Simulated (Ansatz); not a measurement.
# Ta: the cost of one run

Program: the Python package of Ansatz 0.2.0. Level of theory: DFT LDA, plane waves, PAW. These are calculated values, not measurements.

## (1) The system

The structure is tetragonal, space group P4/mbm (No. 127). Conventional cell: a = 22.709 Å, b = 22.709 Å, c = 2.377 Å, α = 90.00°, β = 90.00°, γ = 90.00°. Ta (site symmetry m2m) has 2 Ta at 2.38 Å as nearest neighbours.

No structure file is read: the coordinates are typed or built in the script.

## (2) Script

ta.py

```python
import warnings

import ansatz as az
import matplotlib.pyplot as plt
import numpy as np

warnings.simplefilter("ignore", az.DeckWarning)

crystal = (
    az.Lattice.of((22.70911076, 0.0, 0.0), (0.0, 22.70911076, 0.0), (0.0, 0.0, 2.3772801))
    .atom("Ta", (0.31862853, 0.81862853, 0.0))
    .atom("Ta", (0.68137147, 0.18137147, 0.0))
    .atom("Ta", (0.18137147, 0.31862853, 0.0))
    .atom("Ta", (0.81862853, 0.68137147, 0.0))
)

model = (
    crystal.calculation()
    .functional("LDA")
    .kpoints(1, 1, 10)
    .occupations("methfessel_paxton", width=0.15)
    .scf(tolerance=1e-10)
    .scf(extra_bands=14)
    .density_of_states(projected=True, energy_step=0.05)
)
history = []
outcome = model.session().plan().execute(on_event=lambda event: history.append(event["data"]["dr2_ev"]) if event["event"] == "scf_iter" else None)
report = outcome.report
print("density residual by iteration (eV):", " ".join(f"{value:.1e}" for value in history[:40]))

dos = outcome.density_of_states()
energy = np.asarray(dos.energies_ev) - dos.fermi_ev
curves = {}
for site in outcome.projected_density_of_states().sites:
    for shell in site.shells:
        weight = sum(np.sum(curve.g_bin_mean_per_ev, axis=0) for curve in shell.curves)
        name = f"{site.species} {shell.label}"
        curves[name] = curves.get(name, 0) + weight

window = (energy > -8) & (energy < 6)
fig, ax = plt.subplots(figsize=(5.5, 3.5))
for name, g in curves.items():
    if g[window].max() > 0.05:
        ax.plot(energy[window], g[window], label=name, lw=1)
        print(f"{name:8s} peak {g[window].max():7.3f} states/eV at {energy[window][g[window].argmax()]:6.2f} eV")
ax.set(xlabel="E - E_F (eV)", ylabel="states/eV")
ax.legend(fontsize=7)
fig.tight_layout()
fig.savefig("pdos.png", dpi=100)
```

## (3) What the engine is handed

The package turns the script's settings into the engine's input:

```yaml
crystal:
  lattice:
    - [22.70911076, 0.0, 0.0]
    - [0.0, 22.70911076, 0.0]
    - [0.0, 0.0, 2.3772801]
  atoms:
    - { symbol: Ta, position: [0.31862853, 0.81862853, 0.0] }
    - { symbol: Ta, position: [0.68137147, 0.18137147, 0.0] }
    - { symbol: Ta, position: [0.18137147, 0.31862853, 0.0] }
    - { symbol: Ta, position: [0.81862853, 0.68137147, 0.0] }
kpoints:
  mp_grid:
    grid: [1, 1, 10]
hamiltonian:
  xc: lda
scf:
  n_extra_bands: 14
  convergence:
    dr2_threshold: 1.0e-10
  occupations:
    method: methfessel_paxton
    width: 0.15
output:
  dos:
    de: 0.05
    projected: true
```

## (4) The run

On the command line:

```sh
> python ta.py
```

Q: Estimate wall time and peak memory on 1 thread of Arm Neoverse V2, shared host.

About 24 s, with a peak of 1 GiB.
